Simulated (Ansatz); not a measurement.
What does this script print? It uses the Python package of Ansatz (0.2.0).

Input file `ch8geosi.yaml`:
```yaml
crystal:
  periodic: [false, false, false]
  atoms:
    - { symbol: O, position_ang: [-2.5241, 0.3576, 0.0025] }
    - { symbol: C, position_ang: [-1.2239, 0.725, 0.1328] }
    - { symbol: Ge, position_ang: [-0.1741, -0.8468, -0.241] }
    - { symbol: Si, position_ang: [2.1687, -0.2971, 0.0064] }
    - { symbol: H, position_ang: [-3.0739, 1.2284, 0.1666] }
    - { symbol: H, position_ang: [-1.0166, 1.0875, 1.1696] }
    - { symbol: H, position_ang: [-0.9131, 1.5287, -0.583] }
    - { symbol: H, position_ang: [-0.367, -1.3181, -1.6813] }
    - { symbol: H, position_ang: [-0.5082, -1.9524, 0.8189] }
    - { symbol: H, position_ang: [2.9194, -1.4946, -0.238] }
    - { symbol: H, position_ang: [2.3296, 0.1591, 1.4038] }
    - { symbol: H, position_ang: [2.4601, 0.7676, -0.9233] }
basis:
  gaussian: { orbitals: def2-SVP }
hamiltonian:
  xc: b3lyp
output:
  forces: true
```

The script, `ch8geosi_deck.py`:
```python
"""Run CH8GeOSi from an input written out key by key."""

import ansatz as az
import numpy as np
import pandas as pd


def main() -> None:
    session = az.Session.from_deck("ch8geosi.yaml")
    summary = session.plan(threads=1).execute().report

    print("reference energy %16.6f eV" % summary["reference_energy_ev"])
    print("total energy     %16.6f eV" % summary["free_energy_ev"])
    print("occupied orbitals outside the frozen core (up, down):", summary["n_occupied"], " frozen:", summary["n_frozen"], " virtual:", summary["n_virtual"])
    symbols = ["O", "C", "Ge", "Si", "H", "H", "H", "H", "H", "H", "H", "H"]
    state = summary["mean_field"]["state"]
    print(f"mean field: {state['energy']['hartree']:.7f} Ha, <S^2> = {abs(state['spin_squared']):.4f}, stability: {state.get('stability', {}).get('kind')}")

    forces = np.array(summary["forces_ev_ang"])
    print("largest force", round(float(np.linalg.norm(forces, axis=1).max()), 4), "eV/A, rms", round(float(np.sqrt((forces ** 2).mean())), 4))
    charges = summary["charge_distribution"]
    table = pd.DataFrame({"atom": symbols, "mulliken": charges["mulliken_charges_e"], "lowdin": charges["lowdin_charges_e"]})
    print(table.round(3).to_string())
    print("dipole (e A):", np.round(charges["dipole_moment_e_ang"], 4) + 0.0)


if __name__ == "__main__":
    main()
```

```console
$ python ch8geosi_deck.py
reference energy    -67599.221601 eV
total energy        -67599.221601 eV
occupied orbitals outside the frozen core (up, down): [34, 34]  frozen: 0  virtual: [84, 84]
mean field: -2484.2255734 Ha, <S^2> = 0.0000, stability: minimum
largest force 4.5115 eV/A, rms 1.0569
   atom  mulliken  lowdin
0     O    -0.314   0.067
1     C     0.049  -0.076
2    Ge     0.209   0.032
3    Si     0.241   0.270
4     H     0.189   0.046
5     H     0.011  -0.012
6     H     0.011  -0.011
7     H    -0.073  -0.051
8     H    -0.073  -0.046
9     H    -0.078  -0.073
10    H    -0.086  -0.073
11    H    -0.086  -0.075
dipole (e A): [-0.0554  0.3944  0.0519]
```

Caveats:
- Total energies depend on the basis set; only differences at equal settings carry meaning.
- The geometry is a force-field or estimated start, not a minimum of this method, and the basis set is short of its limit.
- The Löwdin charges here are taken after orthogonalising the functions within each atom; they differ from plain Löwdin charges, and their signs can be unphysical.
- Finished in 5.6 s on 1 thread of Arm Neoverse V2 (shared host), peak memory 0.36 GiB.

(Lines on the test bed's own set-up are left out of the output.)
